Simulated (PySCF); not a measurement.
**A gas-phase reaction: Cl2FHSi + Br2 → BrCl2FSi + BrH**

Wanted: the reaction energy for `F[SiH](Cl)Cl` + `BrBr` → `F[Si](Cl)(Cl)Br` + `Br`.

Computed with PySCF 2.14.0; each step states its level. No surroundings beyond the atoms listed, unless a continuum is named. Atoms count from 0, parts from 1.

## 1. The system as given

Each species was relaxed by itself at PBE0-D3(BJ)/def2-SVPD.

## 2. Reaction energy: wB97M-D3(BJ)/def2-TZVPD

What the job is given:

```
{"job": {"kind": "react", "xc": "wB97M-D3(BJ)", "basis": "def2-TZVPD"}, "charge": 0, "multiplicity": 1}
-1 Cl2FHSi charge 0 multiplicity 1
F      0.919640    -0.285600     1.405170
Si     0.015500     0.131700     0.129960
Cl     1.159240    -0.080320    -1.551150
Cl    -1.583870    -1.138770     0.053200
H     -0.427880     1.525990     0.290780

-1 Br2 charge 0 multiplicity 1
Br     1.150540     0.004590    -0.013580
Br    -1.150800    -0.002420     0.001720

+1 BrCl2FSi charge 0 multiplicity 1
F      0.193830     0.113450     1.634390
Si     0.028720    -0.008370     0.035050
Cl    -0.719710     1.755740    -0.650530
Cl     1.871180    -0.346580    -0.761100
Br    -1.330700    -1.661270    -0.393450

+1 BrH charge 0 multiplicity 1
Br     0.714950     0.005190    -0.007900
H     -0.708700    -0.001980     0.007720
```

With the program's defaults for keys left out, this is: wB97M-D3(BJ)/def2-TZVPD reaction energy of separated species, gas phase.

Command:

```
OMP_NUM_THREADS=1 python cluster_run.py task.json out
```

One launch serves the whole session: the jobs run in the order shown.

Standard output:

```text
species 1 (Cl2FHSi)
coarse grid: 26816 points
cycle   1  E = -1310.6609766655  dE =  3.210e-01  |g| = 6.412e-01  |ddm| = 1.771e+00
cycle   2  E = -1310.6635942638  dE = -2.618e-03  |g| = 7.402e-01  |ddm| = 8.246e-01
cycle   3  E = -1310.7489974331  dE = -8.540e-02  |g| = 5.704e-02  |ddm| = 3.893e-01
cycle   4  E = -1310.7496403941  dE = -6.430e-04  |g| = 2.599e-02  |ddm| = 6.360e-02
cycle   5  E = -1310.7497743385  dE = -1.339e-04  |g| = 3.306e-03  |ddm| = 1.997e-02
cycle   6  E = -1310.7497801249  dE = -5.786e-06  |g| = 7.883e-04  |ddm| = 7.822e-03
final grid: 52400 points
cycle   7  E = -1310.7497284692  dE = -4.165e-07  |g| = 5.380e-04  |ddm| = 2.404e-03
cycle   8  E = -1310.7497285024  dE = -3.321e-08  |g| = 5.534e-04  |ddm| = 7.280e-04
cycle   9  E = -1310.7497285498  dE = -4.732e-08  |g| = 6.669e-05  |ddm| = 2.599e-04
cycle  10  E = -1310.7497285523  dE = -2.490e-09  |g| = 3.566e-05  |ddm| = 1.179e-04
cycle  11  E = -1310.7497285528  dE = -5.716e-10  |g| = 7.620e-06  |ddm| = 5.975e-05
converged SCF energy = -1310.7497285528

species 2 (Br2)
coarse grid: 14664 points
cycle   1  E = -5148.2886923578  dE = -2.032e+00  |g| = 4.158e-01  |ddm| = 1.565e+00
cycle   2  E = -5148.3001174507  dE = -1.143e-02  |g| = 2.962e-01  |ddm| = 3.425e-01
cycle   3  E = -5148.3083611881  dE = -8.244e-03  |g| = 9.005e-03  |ddm| = 1.528e-01
cycle   4  E = -5148.3084057418  dE = -4.455e-05  |g| = 2.023e-03  |ddm| = 1.256e-02
cycle   5  E = -5148.3084093143  dE = -3.573e-06  |g| = 6.167e-04  |ddm| = 4.103e-03
final grid: 26152 points
cycle   6  E = -5148.3084024865  dE = -1.104e-07  |g| = 3.660e-04  |ddm| = 8.871e-04
cycle   7  E = -5148.3084025101  dE = -2.363e-08  |g| = 2.411e-04  |ddm| = 4.758e-04
cycle   8  E = -5148.3084025243  dE = -1.419e-08  |g| = 2.159e-05  |ddm| = 1.720e-04
cycle   9  E = -5148.3084025245  dE = -2.219e-10  |g| = 1.096e-05  |ddm| = 2.977e-05
converged SCF energy = -5148.3084025245

species 3 (BrCl2FSi)
coarse grid: 31680 points
cycle   1  E = -3884.2523103153  dE = -4.268e-01  |g| = 7.276e-01  |ddm| = 2.098e+00
cycle   2  E = -3884.2485775977  dE =  3.733e-03  |g| = 8.218e-01  |ddm| = 1.009e+00
cycle   3  E = -3884.3617186668  dE = -1.131e-01  |g| = 6.800e-02  |ddm| = 4.956e-01
cycle   4  E = -3884.3623141548  dE = -5.955e-04  |g| = 2.620e-02  |ddm| = 5.426e-02
cycle   5  E = -3884.3624373826  dE = -1.232e-04  |g| = 5.824e-03  |ddm| = 1.888e-02
cycle   6  E = -3884.3624463213  dE = -8.939e-06  |g| = 1.913e-03  |ddm| = 7.941e-03
final grid: 60096 points
cycle   7  E = -3884.3623804868  dE = -5.178e-07  |g| = 1.559e-03  |ddm| = 2.996e-03
cycle   8  E = -3884.3623805836  dE = -9.685e-08  |g| = 1.420e-03  |ddm| = 2.135e-03
cycle   9  E = -3884.3623809415  dE = -3.579e-07  |g| = 5.991e-05  |ddm| = 9.570e-04
cycle  10  E = -3884.3623809438  dE = -2.283e-09  |g| = 3.669e-05  |ddm| = 1.092e-04
cycle  11  E = -3884.3623809442  dE = -4.002e-10  |g| = 8.260e-06  |ddm| = 4.537e-05
converged SCF energy = -3884.3623809442

species 4 (BrH)
coarse grid: 9808 points
cycle   1  E = -2574.7444816225  dE = -1.115e+00  |g| = 2.814e-01  |ddm| = 9.887e-01
cycle   2  E = -2574.7574487758  dE = -1.297e-02  |g| = 1.487e-01  |ddm| = 2.655e-01
cycle   3  E = -2574.7608846027  dE = -3.436e-03  |g| = 8.657e-03  |ddm| = 8.708e-02
cycle   4  E = -2574.7609219679  dE = -3.737e-05  |g| = 2.523e-03  |ddm| = 1.268e-02
cycle   5  E = -2574.7609263984  dE = -4.431e-06  |g| = 6.497e-04  |ddm| = 4.934e-03
final grid: 18448 points
cycle   6  E = -2574.7609110655  dE = -1.922e-07  |g| = 3.884e-04  |ddm| = 9.240e-04
cycle   7  E = -2574.7609110931  dE = -2.763e-08  |g| = 2.729e-04  |ddm| = 3.936e-04
cycle   8  E = -2574.7609111002  dE = -7.079e-09  |g| = 3.378e-05  |ddm| = 1.359e-04
cycle   9  E = -2574.7609111012  dE = -1.031e-09  |g| = 1.120e-05  |ddm| = 6.291e-05
cycle  10  E = -2574.7609111013  dE = -4.411e-11  |g| = 1.704e-06  |ddm| = 1.293e-05
converged SCF energy = -2574.7609111013

Reaction energy = -41.588 kcal/mol
```

It took 27 s on 1 thread of Intel Xeon 6975P-C, shared host; peak memory 0.77 GiB.

Species by species (with the dispersion term, which the log's SCF energies lack):

```csv
ν,species,energy (Eh),HOMO (eV)
-1,F[SiH](Cl)Cl,-1310.75511,-12.03
-1,BrBr,-5148.30959,-10.44
+1,F[Si](Cl)(Cl)Br,-3884.36950,-11.51
+1,Br,-2574.76148,-11.15
```

## 3. Reaction energy: PBE0-D3(BJ)/def2-TZVPD

The job, as its differences from that of step 2:

```diff
@@ -1,2 +1,2 @@
-{"job": {"kind": "react", "xc": "wB97M-D3(BJ)", "basis": "def2-TZVPD"}, "charge": 0, "multiplicity": 1}
+{"job": {"kind": "react", "xc": "PBE0", "basis": "def2-TZVPD", "disp": "d3bj"}, "charge": 0, "multiplicity": 1}
 -1 Cl2FHSi charge 0 multiplicity 1
```

Method: PBE0-D3(BJ)/def2-TZVPD reaction energy of separated species, gas phase.

Standard output:

```text
species 1 (Cl2FHSi)
coarse grid: 6584 points
cycle   1  E = -1310.0050945515  dE =  3.221e-01  |g| = 5.968e-01  |ddm| = 1.842e+00
cycle   2  E = -1309.9161973778  dE =  8.890e-02  |g| = 9.708e-01  |ddm| = 8.880e-01
cycle   3  E = -1310.0686952784  dE = -1.525e-01  |g| = 6.738e-02  |ddm| = 5.244e-01
cycle   4  E = -1310.0694099233  dE = -7.146e-04  |g| = 3.240e-02  |ddm| = 7.456e-02
cycle   5  E = -1310.0696007824  dE = -1.909e-04  |g| = 6.038e-03  |ddm| = 2.389e-02
cycle   6  E = -1310.0696094700  dE = -8.688e-06  |g| = 1.982e-03  |ddm| = 5.455e-03
final grid: 52400 points
cycle   7  E = -1310.0739509739  dE = -2.347e-05  |g| = 4.342e-03  |ddm| = 1.831e-02
cycle   8  E = -1310.0739488985  dE =  2.075e-06  |g| = 4.884e-03  |ddm| = 6.322e-03
cycle   9  E = -1310.0739541137  dE = -5.215e-06  |g| = 5.356e-04  |ddm| = 3.837e-03
cycle  10  E = -1310.0739541751  dE = -6.139e-08  |g| = 1.429e-04  |ddm| = 3.813e-04
cycle  11  E = -1310.0739541780  dE = -2.869e-09  |g| = 5.244e-05  |ddm| = 1.036e-04
cycle  12  E = -1310.0739541785  dE = -4.779e-10  |g| = 8.471e-06  |ddm| = 2.768e-05
converged SCF energy = -1310.0739541785

species 2 (Br2)
coarse grid: 14664 points
cycle   1  E = -5147.6955175037  dE = -1.992e+00  |g| = 4.158e-01  |ddm| = 1.609e+00
cycle   2  E = -5147.7001486592  dE = -4.631e-03  |g| = 3.188e-01  |ddm| = 3.040e-01
cycle   3  E = -5147.7078029727  dE = -7.654e-03  |g| = 2.250e-02  |ddm| = 1.633e-01
cycle   4  E = -5147.7079140481  dE = -1.111e-04  |g| = 7.934e-03  |ddm| = 2.329e-02
cycle   5  E = -5147.7079303357  dE = -1.629e-05  |g| = 5.812e-04  |ddm| = 6.034e-03
cycle   6  E = -5147.7079303945  dE = -5.877e-08  |g| = 9.434e-05  |ddm| = 7.038e-04
final grid: 26152 points
cycle   7  E = -5147.7079423228  dE = -3.425e-09  |g| = 8.877e-05  |ddm| = 2.097e-04
cycle   8  E = -5147.7079423231  dE = -2.510e-10  |g| = 7.653e-05  |ddm| = 1.001e-04
cycle   9  E = -5147.7079423235  dE = -4.356e-10  |g| = 2.363e-06  |ddm| = 3.913e-05
converged SCF energy = -5147.7079423235

species 3 (BrCl2FSi)
coarse grid: 31680 points
cycle   1  E = -3883.3135112494  dE = -4.626e-01  |g| = 6.675e-01  |ddm| = 2.183e+00
cycle   2  E = -3883.2113724776  dE =  1.021e-01  |g| = 1.031e+00  |ddm| = 1.028e+00
cycle   3  E = -3883.3859131036  dE = -1.745e-01  |g| = 1.030e-01  |ddm| = 6.287e-01
cycle   4  E = -3883.3872063442  dE = -1.293e-03  |g| = 2.628e-02  |ddm| = 6.912e-02
cycle   5  E = -3883.3872982545  dE = -9.191e-05  |g| = 9.353e-03  |ddm| = 2.243e-02
cycle   6  E = -3883.3873192082  dE = -2.095e-05  |g| = 2.711e-03  |ddm| = 8.645e-03
cycle   7  E = -3883.3873208961  dE = -1.688e-06  |g| = 5.781e-04  |ddm| = 2.274e-03
final grid: 60096 points
cycle   8  E = -3883.3873173788  dE = -2.337e-08  |g| = 6.752e-04  |ddm| = 1.472e-03
cycle   9  E = -3883.3873173556  dE =  2.325e-08  |g| = 7.898e-04  |ddm| = 1.210e-03
cycle  10  E = -3883.3873174726  dE = -1.170e-07  |g| = 3.347e-05  |ddm| = 6.249e-04
cycle  11  E = -3883.3873174728  dE = -2.174e-10  |g| = 1.342e-05  |ddm| = 2.658e-05
converged SCF energy = -3883.3873174728

species 4 (BrH)
coarse grid: 9808 points
cycle   1  E = -2574.4494534480  dE = -1.081e+00  |g| = 2.724e-01  |ddm| = 1.042e+00
cycle   2  E = -2574.4540917203  dE = -4.638e-03  |g| = 1.699e-01  |ddm| = 2.601e-01
cycle   3  E = -2574.4588661817  dE = -4.774e-03  |g| = 3.007e-02  |ddm| = 1.194e-01
cycle   4  E = -2574.4590976740  dE = -2.315e-04  |g| = 4.156e-03  |ddm| = 2.212e-02
cycle   5  E = -2574.4591016765  dE = -4.002e-06  |g| = 1.311e-03  |ddm| = 4.270e-03
final grid: 18448 points
cycle   6  E = -2574.4591027872  dE = -7.035e-08  |g| = 1.375e-03  |ddm| = 2.024e-03
cycle   7  E = -2574.4591028015  dE = -1.433e-08  |g| = 1.399e-03  |ddm| = 1.791e-03
cycle   8  E = -2574.4591030224  dE = -2.209e-07  |g| = 5.149e-05  |ddm| = 8.398e-04
cycle   9  E = -2574.4591030231  dE = -6.712e-10  |g| = 1.026e-05  |ddm| = 4.413e-05
converged SCF energy = -2574.4591030231

Reaction energy = -41.359 kcal/mol
```

Run time: 15 s. Hardware: 1 thread of Intel Xeon 6975P-C, shared host; peak memory 0.7 GiB.

Reaction energy at this level: -41.36 kcal/mol.

## 4. Side by side

Energies in kcal/mol, with wall time:

```csv
run,reaction,time
wB97M-D3(BJ)/def2-TZVPD,-41.59,27 s
PBE0-D3(BJ)/def2-TZVPD,-41.36,15 s
```

## 5. What came out

```
                                                quantity                      value
               reaction energy (wB97M-D3(BJ)/def2-TZVPD)            -41.59 kcal/mol
                     ΔH, ΔG at 298 K (xTB thermal terms)      -42.3, -41.8 kcal/mol
range of the reaction energy over the runs of this table  -41.59 to -41.36 kcal/mol
```

In words: The reaction is exothermic by 42.3 kcal/mol in the gas phase; dispersion gives -0.70, and xTB itself gave -12.62 for the electronic energy (xTB energies and thermal terms come from the earlier relaxation of each species, not shown). No barrier was sought. xTB and this level differ widely in the electronic energy, so what comes from xTB (the thermal terms above all) is less safe here. The reaction energy runs from -41.59 (wB97M-D3(BJ)/def2-TZVPD) to -41.36 kcal/mol (PBE0-D3(BJ)/def2-TZVPD).
